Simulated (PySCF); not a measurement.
# C₂H₃NSe: NMR shieldings, spin-spin couplings, relativistic core levels, part 1 of 2

What do calculations give for the NMR shieldings, spin-spin couplings, relativistic core levels of C₂H₃NSe (`C[Se]C#N`)?

Programs: PySCF 2.14.0, with routines of our own; each step states its level. All values are computed. Atoms count from 0.

## Step 1: The starting structure

7 atoms, charge 0, multiplicity 1; geometry from: GFN2-xTB.

## Step 2: Geometry optimisation at PBE0-D3(BJ)/def2-SVP

Job settings and geometry (Å):

```
{"job": {"xc": "PBE0", "basis": "def2-SVP", "d3": "d3bj", "grid": 1, "maxiter": 30, "shake": 0.01, "kind": "geom"}, "charge": 0, "multiplicity": 1}
C     -0.996760    -0.032430     0.118310
Se     0.454800    -1.292840     0.264180
C      1.766970    -0.055170     0.141530
N      2.658860     0.728400     0.073410
H     -0.950390     0.503400    -0.850060
H     -1.941970    -0.577180     0.162610
H     -0.957560     0.696720     0.939680
```

Launch:

```
> OMP_NUM_THREADS=1 python heavy_run.py task.json out
```

This one command runs all jobs of the session in turn.

Standard output:

```text
step   0  E = -2533.45670667  max force = 0.052891
step   1  E = -2533.45738976  max force = 0.008889
step   2  E = -2533.45827079  max force = 0.003909
step   3  E = -2533.45884698  max force = 0.004304
step   4  E = -2533.45900414  max force = 0.001911
step   5  E = -2533.45904821  max force = 0.000529
step   6  E = -2533.45905133  max force = 0.000187
optimisation converged
```

It took 17 s on 1 thread of Arm Neoverse V2, shared host; peak memory 0.36 GiB.

The steps of the relaxation:

```tsv
step	energy from step 0 (eV)	largest force component (eV/Å)
0	0.0000	2.7198
1	-0.0186	0.4571
2	-0.0426	0.2010
3	-0.0582	0.2213
4	-0.0625	0.0983
5	-0.0637	0.0272
6	-0.0638	0.0096
```

Close pairs (by a distance rule), those that changed most:

```tsv
bond	before (Å)	after (Å)	change (Å)
C2–N3	1.189	1.162	-0.027
Se1–C2	1.808	1.831	+0.023
C0–Se1	1.928	1.949	+0.021
C0–H4	1.108	1.096	-0.011
C0–H5	1.092	1.098	+0.006
C0–H6	1.099	1.096	-0.003
```

The next job starts from the end point, and lists it.

```tsv
at the end point	value
point group (found at 0.08 Å tolerance)	Cs
rotational constants (GHz, main isotopes)	10.283, 3.469, 2.638
dipole moment (D)	4.19
```

## Step 3: NMR shieldings: PBE/pcJ-1 Se:dyall-v2z, spin–orbit

Job settings and geometry (Å):

```
{"job": {"kind": "hnmr", "xc": "PBE", "basis": {"default": "pcJ-1", "Se": "dyall-v2z"}, "rel": "so"}, "charge": 0, "multiplicity": 1}
C     -1.018287    -0.027623     0.100110
Se     0.476037    -1.268204     0.262948
C      1.806428    -0.014022     0.163387
N      2.674578     0.756410     0.103745
H     -0.976672     0.488292    -0.866326
H     -1.921432    -0.650240     0.153840
H     -1.006775     0.686349     0.931980
```

With the program's defaults for keys left out, this is: PBE/pcJ-1 Se:dyall-v2z GIAO NMR shielding, X2C with spin-orbit coupling, screened-nuclear two-electron part, Gaussian nuclei, gas phase.

Standard output:

```text
spin-free SCF
coarse grid: 30232 points
cycle   1  E = -2562.1823560658  dE =  2.333e-01  |g| = 5.531e-01  |ddm| = 2.503e+00
cycle   2  E = -2561.7797517168  dE =  4.026e-01  |g| = 1.385e+00  |ddm| = 1.477e+00
cycle   3  E = -2562.2117093676  dE = -4.320e-01  |g| = 3.510e-01  |ddm| = 1.260e+00
cycle   4  E = -2562.2355124422  dE = -2.380e-02  |g| = 1.281e-01  |ddm| = 2.589e-01
cycle   5  E = -2562.2389697206  dE = -3.457e-03  |g| = 3.197e-02  |ddm| = 1.268e-01
cycle   6  E = -2562.2392402615  dE = -2.705e-04  |g| = 6.625e-03  |ddm| = 4.014e-02
cycle   7  E = -2562.2392473577  dE = -7.096e-06  |g| = 2.650e-03  |ddm| = 8.815e-03
final grid: 62600 points
cycle   8  E = -2562.2394295772  dE =  7.455e-06  |g| = 5.879e-03  |ddm| = 9.120e-03
cycle   9  E = -2562.2393787992  dE =  5.078e-05  |g| = 1.531e-02  |ddm| = 1.978e-02
cycle  10  E = -2562.2394358602  dE = -5.706e-05  |g| = 3.994e-03  |ddm| = 1.347e-02
cycle  11  E = -2562.2394394081  dE = -3.548e-06  |g| = 3.724e-04  |ddm| = 2.582e-03
cycle  12  E = -2562.2394394231  dE = -1.502e-08  |g| = 1.774e-04  |ddm| = 3.260e-04
cycle  13  E = -2562.2394394293  dE = -6.204e-09  |g| = 7.292e-05  |ddm| = 1.896e-04
converged SCF energy = -2562.2394394293
two-component SCF
cycle   1  E = -2562.1840200337  dE = -2.562e+03  |FDS-SDF| = 1.947e+01
cycle   2  E = -2562.3039926792  dE = -1.200e-01  |FDS-SDF| = 6.797e-03
cycle   3  E = -2562.3039924441  dE =  2.351e-07  |FDS-SDF| = 2.883e-03
cycle   4  E = -2562.3039915479  dE =  8.962e-07  |FDS-SDF| = 3.009e-03
cycle   5  E = -2562.3039923262  dE = -7.783e-07  |FDS-SDF| = 1.709e-03
cycle   6  E = -2562.3039929318  dE = -6.056e-07  |FDS-SDF| = 1.225e-04
cycle   7  E = -2562.3039929349  dE = -3.170e-09  |FDS-SDF| = 4.210e-05
converged, E = -2562.3039929349

Field gradients (au) and densities at the nuclei (bohr^-3)
atom        Vxx        Vyy        Vzz        centre      nuclear mean
  0 C     -0.1274    -0.1690     0.2963        126.093        126.091
  1 Se     1.4603     5.4748    -6.9351      36634.795      36586.404
  2 C      0.0905     0.1010    -0.1915        126.503        126.501
  3 N      0.2245     0.6109    -0.8354        205.844        205.839
  4 H     -0.1375    -0.1475     0.2850          0.475          0.475
  5 H     -0.1331    -0.1508     0.2840          0.474          0.474
  6 H     -0.1375    -0.1475     0.2850          0.475          0.475
without picture change
  1 Se                          -7.1567                     58410.507

Core orbital energies (eV)
atom   shell        mean    spread
  1 Se 1s       -12490.581   0.000
  1 Se 2s        -1605.594   0.000
  1 Se 3s         -213.460   0.000
  1 Se 4s          -19.697   0.000
  1 Se 2p1/2     -1440.100   0.000
  1 Se 2p3/2     -1398.786   0.081
  1 Se 3p1/2      -156.952   0.000
  1 Se 3p3/2      -151.102   0.272
  1 Se 3d3/2       -53.798   0.297
  1 Se 3d5/2       -52.922   0.382

vertical triplet (scalar unrestricted SCF): 4.164 eV

Shielding tensors (ppm)
atom      isotropic    diamagn.    paramagn.     s11        s22        s33       span
  0 C       171.45      249.49      -78.04     142.17     184.27     187.91      45.74
  1 Se     1868.37     2872.68    -1004.31    1408.22    1785.21    2411.69    1003.47
  2 C        81.41      259.51     -178.10     -31.60     -11.90     287.72     319.32
  3 N       -89.56      338.33     -427.89    -285.30    -246.88     263.51     548.82
  4 H        28.51       29.52       -1.01      22.69      26.47      36.38      13.69
  5 H        29.82       28.92        0.90      24.85      26.09      38.51      13.66
  6 H        28.52       29.40       -0.88      22.69      26.48      36.39      13.70
```

Run time: 26 s. Hardware: 1 thread of Arm Neoverse V2, shared host; peak memory 0.87 GiB.

Key values:

```tsv
quantity	value
energy from spin-orbit coupling	-0.0646 Eh
```

## Step 4: Spin-spin couplings: PBE/pcJ-1 Se:dyall-v2z, spin–orbit

The job, as its differences from that of step 3:

```diff
@@ -1,2 +1,2 @@
-{"job": {"kind": "hnmr", "xc": "PBE", "basis": {"default": "pcJ-1", "Se": "dyall-v2z"}, "rel": "so"}, "charge": 0, "multiplicity": 1}
+{"job": {"kind": "hj", "xc": "PBE", "basis": {"default": "pcJ-1", "Se": "dyall-v2z"}, "rel": "so", "atoms": [1]}, "charge": 0, "multiplicity": 1}
 C     -1.018287    -0.027623     0.100110
```

With the program's defaults for keys left out, this is: PBE/pcJ-1 Se:dyall-v2z indirect spin-spin coupling, X2C with spin-orbit coupling, screened-nuclear two-electron part, Gaussian nuclei, gas phase.

Standard output:

```text
spin-free SCF
coarse grid: 30232 points
cycle   1  E = -2562.1823560658  dE =  2.333e-01  |g| = 5.531e-01  |ddm| = 2.503e+00
cycle   2  E = -2561.7797517168  dE =  4.026e-01  |g| = 1.385e+00  |ddm| = 1.477e+00
cycle   3  E = -2562.2117093676  dE = -4.320e-01  |g| = 3.510e-01  |ddm| = 1.260e+00
cycle   4  E = -2562.2355124422  dE = -2.380e-02  |g| = 1.281e-01  |ddm| = 2.589e-01
cycle   5  E = -2562.2389697206  dE = -3.457e-03  |g| = 3.197e-02  |ddm| = 1.268e-01
cycle   6  E = -2562.2392402615  dE = -2.705e-04  |g| = 6.625e-03  |ddm| = 4.014e-02
cycle   7  E = -2562.2392473577  dE = -7.096e-06  |g| = 2.650e-03  |ddm| = 8.815e-03
final grid: 62600 points
cycle   8  E = -2562.2394295772  dE =  7.455e-06  |g| = 5.879e-03  |ddm| = 9.120e-03
cycle   9  E = -2562.2393787992  dE =  5.078e-05  |g| = 1.531e-02  |ddm| = 1.978e-02
cycle  10  E = -2562.2394358602  dE = -5.706e-05  |g| = 3.994e-03  |ddm| = 1.347e-02
cycle  11  E = -2562.2394394081  dE = -3.548e-06  |g| = 3.724e-04  |ddm| = 2.582e-03
cycle  12  E = -2562.2394394231  dE = -1.502e-08  |g| = 1.774e-04  |ddm| = 3.260e-04
cycle  13  E = -2562.2394394293  dE = -6.204e-09  |g| = 7.292e-05  |ddm| = 1.896e-04
converged SCF energy = -2562.2394394293
two-component SCF
cycle   1  E = -2562.1840200337  dE = -2.562e+03  |FDS-SDF| = 1.947e+01
cycle   2  E = -2562.3039926792  dE = -1.200e-01  |FDS-SDF| = 6.797e-03
cycle   3  E = -2562.3039924441  dE =  2.351e-07  |FDS-SDF| = 2.883e-03
cycle   4  E = -2562.3039915479  dE =  8.962e-07  |FDS-SDF| = 3.009e-03
cycle   5  E = -2562.3039923262  dE = -7.783e-07  |FDS-SDF| = 1.709e-03
cycle   6  E = -2562.3039929318  dE = -6.056e-07  |FDS-SDF| = 1.225e-04
cycle   7  E = -2562.3039929349  dE = -3.170e-09  |FDS-SDF| = 4.210e-05
converged, E = -2562.3039929349

Indirect spin-spin couplings
  i        j     bonds      J/Hz   K/1e19 T2/J   anisotropy/Hz
  1  77Se   0  13C    1      -84.22     -145.51        78.0
  1  77Se   2  13C    1     -281.57     -486.50       229.5
  1  77Se   3  15N    2       34.28     -146.90        30.3
  1  77Se   4   1H    2        1.97        0.86       -19.2
  1  77Se   5   1H    2       58.78       25.54       -22.2
  1  77Se   6   1H    2        2.04        0.89       -19.1
```

Run time: 17 s. Hardware: 1 thread of Arm Neoverse V2, shared host; peak memory 0.73 GiB.

In short:

```tsv
quantity	value
energy from spin-orbit coupling	-0.0646 Eh
```

## Step 5: Relativistic core levels: PBE/pcJ-1 Se:dyall-v2z, spin–orbit

Job settings and geometry (Å):

```
{"job": {"kind": "hxps", "xc": "PBE", "basis": {"default": "pcJ-1", "Se": "dyall-v2z"}, "rel": "so", "holes": [[1, "3d"]]}, "charge": 0, "multiplicity": 1}
C     -1.018287    -0.027623     0.100110
Se     0.476037    -1.268204     0.262948
C      1.806428    -0.014022     0.163387
N      2.674578     0.756410     0.103745
H     -0.976672     0.488292    -0.866326
H     -1.921432    -0.650240     0.153840
H     -1.006775     0.686349     0.931980
```

With the program's defaults for keys left out, this is: PBE/pcJ-1 Se:dyall-v2z core ionisation, delta-SCF with one localised hole, X2C with spin-orbit coupling, screened-nuclear two-electron part, Gaussian nuclei, gas phase.

Standard output:

```text
spin-free SCF
coarse grid: 30232 points
cycle   1  E = -2562.1823560658  dE =  2.333e-01  |g| = 5.531e-01  |ddm| = 2.503e+00
cycle   2  E = -2561.7797517168  dE =  4.026e-01  |g| = 1.385e+00  |ddm| = 1.477e+00
cycle   3  E = -2562.2117093676  dE = -4.320e-01  |g| = 3.510e-01  |ddm| = 1.260e+00
cycle   4  E = -2562.2355124422  dE = -2.380e-02  |g| = 1.281e-01  |ddm| = 2.589e-01
cycle   5  E = -2562.2389697206  dE = -3.457e-03  |g| = 3.197e-02  |ddm| = 1.268e-01
cycle   6  E = -2562.2392402615  dE = -2.705e-04  |g| = 6.625e-03  |ddm| = 4.014e-02
cycle   7  E = -2562.2392473577  dE = -7.096e-06  |g| = 2.650e-03  |ddm| = 8.815e-03
final grid: 62600 points
cycle   8  E = -2562.2394295772  dE =  7.455e-06  |g| = 5.879e-03  |ddm| = 9.120e-03
cycle   9  E = -2562.2393787992  dE =  5.078e-05  |g| = 1.531e-02  |ddm| = 1.978e-02
cycle  10  E = -2562.2394358602  dE = -5.706e-05  |g| = 3.994e-03  |ddm| = 1.347e-02
cycle  11  E = -2562.2394394081  dE = -3.548e-06  |g| = 3.724e-04  |ddm| = 2.582e-03
cycle  12  E = -2562.2394394231  dE = -1.502e-08  |g| = 1.774e-04  |ddm| = 3.260e-04
cycle  13  E = -2562.2394394293  dE = -6.204e-09  |g| = 7.292e-05  |ddm| = 1.896e-04
converged SCF energy = -2562.2394394293
two-component SCF
cycle   1  E = -2562.1840200337  dE = -2.562e+03  |FDS-SDF| = 1.947e+01
cycle   2  E = -2562.3039926792  dE = -1.200e-01  |FDS-SDF| = 6.797e-03
cycle   3  E = -2562.3039924441  dE =  2.351e-07  |FDS-SDF| = 2.883e-03
cycle   4  E = -2562.3039915479  dE =  8.962e-07  |FDS-SDF| = 3.009e-03
cycle   5  E = -2562.3039923262  dE = -7.783e-07  |FDS-SDF| = 1.709e-03
cycle   6  E = -2562.3039929318  dE = -6.056e-07  |FDS-SDF| = 1.225e-04
cycle   7  E = -2562.3039929349  dE = -3.170e-09  |FDS-SDF| = 4.210e-05
converged, E = -2562.3039929349

Field gradients (au) and densities at the nuclei (bohr^-3)
atom        Vxx        Vyy        Vzz        centre      nuclear mean
  0 C     -0.1274    -0.1690     0.2963        126.093        126.091
  1 Se     1.4603     5.4748    -6.9351      36634.795      36586.404
  2 C      0.0905     0.1010    -0.1915        126.503        126.501
  3 N      0.2245     0.6109    -0.8354        205.844        205.839
  4 H     -0.1375    -0.1475     0.2850          0.475          0.475
  5 H     -0.1331    -0.1508     0.2840          0.474          0.474
  6 H     -0.1375    -0.1475     0.2850          0.475          0.475
without picture change
  1 Se                          -7.1567                     58410.507

Core orbital energies (eV)
atom   shell        mean    spread
  1 Se 1s       -12490.581   0.000
  1 Se 2s        -1605.594   0.000
  1 Se 3s         -213.460   0.000
  1 Se 4s          -19.697   0.000
  1 Se 2p1/2     -1440.100   0.000
  1 Se 2p3/2     -1398.786   0.081
  1 Se 3p1/2      -156.952   0.000
  1 Se 3p3/2      -151.102   0.272
  1 Se 3d3/2       -53.798   0.297
  1 Se 3d5/2       -52.922   0.382

hole in 3d5/2 of atom 1
cycle   1  E = -2559.6401500030  dE = -2.560e+03  |FDS-SDF| = 2.086e+00
cycle   2  E = -2558.0855614903  dE =  1.555e+00  |FDS-SDF| = 3.669e+00
cycle   3  E = -2559.1515567394  dE = -1.066e+00  |FDS-SDF| = 1.948e+00
cycle   4  E = -2559.9751526039  dE = -8.236e-01  |FDS-SDF| = 2.323e-01
cycle   5  E = -2559.9668159883  dE =  8.337e-03  |FDS-SDF| = 2.433e-01
cycle   6  E = -2559.9835577013  dE = -1.674e-02  |FDS-SDF| = 6.087e-02
cycle   7  E = -2559.9843878453  dE = -8.301e-04  |FDS-SDF| = 1.273e-02
cycle   8  E = -2559.9844098108  dE = -2.197e-05  |FDS-SDF| = 8.506e-03
cycle   9  E = -2559.9844273457  dE = -1.753e-05  |FDS-SDF| = 2.570e-03
cycle  10  E = -2559.9844288290  dE = -1.483e-06  |FDS-SDF| = 6.006e-04
cycle  11  E = -2559.9844289084  dE = -7.938e-08  |FDS-SDF| = 6.900e-05
converged, E = -2559.9844289084

Core binding energies (eV)
atom   line    delta-SCF   -orbital   splitting
  1 Se 3d5/2      62.928      52.92     0.876
```

Wall time 18 s (1 thread of Arm Neoverse V2, shared host); peak memory 0.73 GiB.

In short:

```tsv
quantity	value
energy from spin-orbit coupling	-0.0646 Eh
```

## Step 6: NMR shieldings: PBE/pcJ-1 Se:dyall-v2z, non-relativistic

Job settings and geometry (Å):

```
{"job": {"kind": "hnmr", "xc": "PBE", "basis": {"default": "pcJ-1", "Se": "dyall-v2z"}, "rel": "nr"}, "charge": 0, "multiplicity": 1}
C     -1.018287    -0.027623     0.100110
Se     0.476037    -1.268204     0.262948
C      1.806428    -0.014022     0.163387
N      2.674578     0.756410     0.103745
H     -0.976672     0.488292    -0.866326
H     -1.921432    -0.650240     0.153840
H     -1.006775     0.686349     0.931980
```

With the program's defaults for keys left out, this is: PBE/pcJ-1 Se:dyall-v2z GIAO NMR shielding, non-relativistic, Gaussian nuclei, gas phase.

Standard output:

```text
non-relativistic SCF
coarse grid: 30232 points
cycle   1  E = -2533.6922256405  dE = -1.780e+01  |g| = 2.469e+00  |ddm| = 2.574e+00
cycle   2  E = -2533.1679091289  dE =  5.243e-01  |g| = 2.020e+00  |ddm| = 1.726e+00
cycle   3  E = -2532.9141450078  dE =  2.538e-01  |g| = 2.009e+00  |ddm| = 2.424e+00
cycle   4  E = -2533.7546213254  dE = -8.405e-01  |g| = 5.085e-01  |ddm| = 1.382e+00
cycle   5  E = -2533.7793333426  dE = -2.471e-02  |g| = 2.659e-01  |ddm| = 4.005e-01
cycle   6  E = -2533.7929387648  dE = -1.361e-02  |g| = 6.358e-02  |ddm| = 2.129e-01
cycle   7  E = -2533.7940083621  dE = -1.070e-03  |g| = 1.340e-02  |ddm| = 6.131e-02
cycle   8  E = -2533.7940486615  dE = -4.030e-05  |g| = 2.225e-03  |ddm| = 8.497e-03
cycle   9  E = -2533.7940496480  dE = -9.866e-07  |g| = 1.213e-03  |ddm| = 3.195e-03
final grid: 62600 points
cycle  10  E = -2533.7940617802  dE =  1.282e-06  |g| = 2.468e-03  |ddm| = 3.614e-03
cycle  11  E = -2533.7940563504  dE =  5.430e-06  |g| = 5.089e-03  |ddm| = 7.067e-03
cycle  12  E = -2533.7940634167  dE = -7.066e-06  |g| = 6.578e-04  |ddm| = 4.573e-03
cycle  13  E = -2533.7940635152  dE = -9.845e-08  |g| = 5.135e-05  |ddm| = 4.354e-04
cycle  14  E = -2533.7940635157  dE = -5.493e-10  |g| = 1.830e-05  |ddm| = 5.412e-05
converged SCF energy = -2533.7940635157
check of the scalar solution
cycle   1  E = -2533.7940635157  dE = -2.534e+03  |FDS-SDF| = 1.830e-05
cycle   2  E = -2533.7940635155  dE =  2.096e-10  |FDS-SDF| = 3.679e-05
converged, E = -2533.7940635155

Field gradients (au) and densities at the nuclei (bohr^-3)
atom        Vxx        Vyy        Vzz        centre      nuclear mean
  0 C     -0.1273    -0.1682     0.2955        125.511        125.509
  1 Se     1.2892     5.2287    -6.5179      26792.282      26771.897
  2 C      0.0906     0.1010    -0.1916        125.917        125.914
  3 N      0.2257     0.6144    -0.8401        204.538        204.532
  4 H     -0.1375    -0.1476     0.2851          0.475          0.475
  5 H     -0.1331    -0.1509     0.2839          0.474          0.474
  6 H     -0.1374    -0.1476     0.2850          0.475          0.475

Core orbital energies (eV)
atom   shell        mean    spread
  1 Se 1s       -12301.091   0.000
  1 Se 2s        -1561.867   0.000
  1 Se 3s         -206.301   0.000
  1 Se 4s          -19.329   0.000
  1 Se 2p        -1402.496   0.135
  1 Se 3p         -151.514   0.450
  1 Se 3d          -54.610   0.412

Shielding tensors (ppm)
atom      isotropic    diamagn.    paramagn.     s11        s22        s33       span
  0 C       163.59      250.36      -86.77     140.92     164.40     185.45      44.53
  1 Se     1623.27     2997.54    -1374.27    1225.80    1455.73    2188.28     962.49
  2 C        65.18      260.44     -195.26     -50.29     -42.62     288.44     338.73
  3 N       -94.33      339.69     -434.02    -294.16    -252.10     263.27     557.43
  4 H        28.74       29.47       -0.73      22.93      26.78      36.51      13.58
  5 H        29.94       28.90        1.04      24.85      26.31      38.64      13.79
  6 H        28.75       29.35       -0.59      22.95      26.80      36.51      13.56
```

Wall time 7.1 s (1 thread of Arm Neoverse V2, shared host); peak memory 0.87 GiB.

## Step 7: Spin-spin couplings: PBE/pcJ-1 Se:dyall-v2z, non-relativistic

The job, as its differences from that of step 6:

```diff
@@ -1,2 +1,2 @@
-{"job": {"kind": "hnmr", "xc": "PBE", "basis": {"default": "pcJ-1", "Se": "dyall-v2z"}, "rel": "nr"}, "charge": 0, "multiplicity": 1}
+{"job": {"kind": "hj", "xc": "PBE", "basis": {"default": "pcJ-1", "Se": "dyall-v2z"}, "rel": "nr", "atoms": [1]}, "charge": 0, "multiplicity": 1}
 C     -1.018287    -0.027623     0.100110
```

With the program's defaults for keys left out, this is: PBE/pcJ-1 Se:dyall-v2z indirect spin-spin coupling, non-relativistic, Gaussian nuclei, gas phase.

Standard output:

```text
non-relativistic SCF
coarse grid: 30232 points
cycle   1  E = -2533.6922256405  dE = -1.780e+01  |g| = 2.469e+00  |ddm| = 2.574e+00
cycle   2  E = -2533.1679091289  dE =  5.243e-01  |g| = 2.020e+00  |ddm| = 1.726e+00
cycle   3  E = -2532.9141450078  dE =  2.538e-01  |g| = 2.009e+00  |ddm| = 2.424e+00
cycle   4  E = -2533.7546213254  dE = -8.405e-01  |g| = 5.085e-01  |ddm| = 1.382e+00
cycle   5  E = -2533.7793333426  dE = -2.471e-02  |g| = 2.659e-01  |ddm| = 4.005e-01
cycle   6  E = -2533.7929387648  dE = -1.361e-02  |g| = 6.358e-02  |ddm| = 2.129e-01
cycle   7  E = -2533.7940083621  dE = -1.070e-03  |g| = 1.340e-02  |ddm| = 6.131e-02
cycle   8  E = -2533.7940486615  dE = -4.030e-05  |g| = 2.225e-03  |ddm| = 8.497e-03
cycle   9  E = -2533.7940496480  dE = -9.866e-07  |g| = 1.213e-03  |ddm| = 3.195e-03
final grid: 62600 points
cycle  10  E = -2533.7940617802  dE =  1.282e-06  |g| = 2.468e-03  |ddm| = 3.614e-03
cycle  11  E = -2533.7940563504  dE =  5.430e-06  |g| = 5.089e-03  |ddm| = 7.067e-03
cycle  12  E = -2533.7940634167  dE = -7.066e-06  |g| = 6.578e-04  |ddm| = 4.573e-03
cycle  13  E = -2533.7940635152  dE = -9.845e-08  |g| = 5.135e-05  |ddm| = 4.354e-04
cycle  14  E = -2533.7940635157  dE = -5.493e-10  |g| = 1.830e-05  |ddm| = 5.412e-05
converged SCF energy = -2533.7940635157
two-component SCF
cycle   1  E = -2533.7940635157  dE = -2.534e+03  |FDS-SDF| = 1.830e-05
cycle   2  E = -2533.7940635155  dE =  2.265e-10  |FDS-SDF| = 3.679e-05
converged, E = -2533.7940635155

Indirect spin-spin couplings
  i        j     bonds      J/Hz   K/1e19 T2/J   anisotropy/Hz
  1  77Se   0  13C    1      -74.46     -128.65        84.4
  1  77Se   2  13C    1     -242.85     -419.60       235.4
  1  77Se   3  15N    2       32.74     -140.32        31.1
  1  77Se   4   1H    2        2.02        0.88       -16.1
  1  77Se   5   1H    2       51.65       22.45       -21.7
  1  77Se   6   1H    2        2.05        0.89       -16.0
```

Wall time 7.7 s (1 thread of Arm Neoverse V2, shared host); peak memory 0.73 GiB.

(Continued in part 2 of 2.)
